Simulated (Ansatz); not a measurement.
# C2H7GaTe: one species, many methods

An exercise on one series of results from a longer session: the logs are not shown, and one member is left open.

Program: Ansatz 0.2.0, Gaussian basis. Level of theory: functionals in def2-TZVPP, the program's frozen cores in correlated methods. These are calculated values, not measurements.

The runs, in order: LDA (SPW92), PBE-D4, revPBE-D4, BLYP-D4, r2SCAN-D4, B97M-V, PBE0-D4, B3LYP-D4, r2SCANh-D4, r2SCAN0-D4, HSE06-D4, BHLYP-D4, CAM-B3LYP-D4, LC-ωPBE, ωB97X-V, ωB97M-V, B2PLYP, PBE-QIDH; CCSD(T)/def2-SVP; CCSD(T)/def2-TZVPP; MP2/def2-QZVPP; extrapolation to the limit; RPA on PBE.

## The relaxed structure

All runs share one geometry, relaxed beforehand with PBE0-D4 in a triple-zeta def2 set. Te takes the def2 core potential; no spin-orbit term is included.

SMILES `[CH3][Ga]([CH3])[TeH]`, 11 atoms, charge 0, spin multiplicity 1.

Atoms are counted from 1 here; the program's logs count them from 0.

Bond lengths: C1–Ga2 1.968 Å, C1–H5 1.090 Å, C1–H6 1.093 Å, C1–H7 1.093 Å, Ga2–C3 1.967 Å, Ga2–Te4 2.537 Å, C3–H8 1.094 Å, C3–H9 1.090 Å, C3–H10 1.092 Å, Te4–H11 1.658 Å. Angles: Ga2–C1–H5 112.4°, Ga2–C1–H6 109.9°, Ga2–C1–H7 109.7°, H5–C1–H6 108.7°, H5–C1–H7 108.6°, H6–C1–H7 107.4°, C1–Ga2–C3 125.4°, C1–Ga2–Te4 116.1°, C3–Ga2–Te4 118.5°, Ga2–C3–H8 109.2°, Ga2–C3–H9 111.6°, Ga2–C3–H10 110.8°, H8–C3–H9 108.1°, H8–C3–H10 107.7°, H9–C3–H10 109.2°, Ga2–Te4–H11 92.5°.

Set-up of the first run:

Contents of in.yaml:

```yaml
crystal:
  periodic: [false, false, false]
  atoms:
    - {symbol: C, position_ang: [-0.562882, 1.839481, -0.496632]}
    - {symbol: Ga, position_ang: [-0.240773, -0.078249, -0.197106]}
    - {symbol: C, position_ang: [1.128256, -0.829179, 0.998299]}
    - {symbol: Te, position_ang: [-1.714771, -1.676003, -1.504977]}
    - {symbol: H, position_ang: [-1.337251, 2.018550, -1.242412]}
    - {symbol: H, position_ang: [0.359446, 2.325575, -0.825201]}
    - {symbol: H, position_ang: [-0.865696, 2.313578, 0.440864]}
    - {symbol: H, position_ang: [2.090934, -0.840466, 0.479250]}
    - {symbol: H, position_ang: [0.888800, -1.851333, 1.291517]}
    - {symbol: H, position_ang: [1.240342, -0.214809, 1.894292]}
    - {symbol: H, position_ang: [-0.986417, -3.007134, -0.837904]}
basis:
  gaussian: {orbitals: def2-TZVPP}
hamiltonian: {xc: lda}
output: {orbitals: {seedname: orbitals}}
```

Steps of the session up to this table: LDA; PBE-D4 (GGA); revPBE-D4 (GGA); BLYP-D4 (GGA); r2SCAN-D4 (meta-GGA); B97M-V (meta-GGA); PBE0-D4 (hybrid); B3LYP-D4 (hybrid); r2SCANh-D4 (hybrid); r2SCAN0-D4 (hybrid); HSE06-D4 (hybrid); BHLYP-D4 (hybrid); CAM-B3LYP-D4 (range-separated); LC-ωPBE (range-separated); ωB97X-V (range-separated); ωB97M-V (range-separated); B2PLYP (double hybrid); PBE-QIDH (double hybrid).

One table of the session follows, with a row left open; its other results are not shown here.

It belongs to the step «Frontier levels by functional». 

| functional | HOMO (eV) | gap (eV) |
| --- | --- | --- |
| LDA (SPW92) | -5.64 | 3.76 |
| PBE-D4 | -5.48 | 3.86 |
| revPBE-D4 | -5.42 | 3.92 |
| BLYP-D4 | -5.31 | 3.77 |
| r2SCAN-D4 | -5.73 | 4.33 |
| B97M-V | -5.70 | 4.19 |
| PBE0-D4 | -6.46 | 5.59 |
| B3LYP-D4 | -6.25 | 5.14 |
| r2SCANh-D4 | -6.09 | 4.95 |
| r2SCAN0-D4 | -6.63 | 5.88 |
| HSE06-D4 | -6.07 | 4.84 |
| BHLYP-D4 | -7.28 | 7.18 |
| CAM-B3LYP-D4 | -7.64 | 7.67 |
| LC-ωPBE | -8.91 | 10.05 |
| ωB97X-V | -8.61 | 9.61 |
| ωB97M-V | ? | ? |

Estimate the missing values for ωB97M-V.

**Answer.** HOMO (eV): -8.50; gap (eV): 9.29. In the column «HOMO (eV)» it lies between ωB97X-V (-8.61) and CAM-B3LYP-D4 (-7.64).
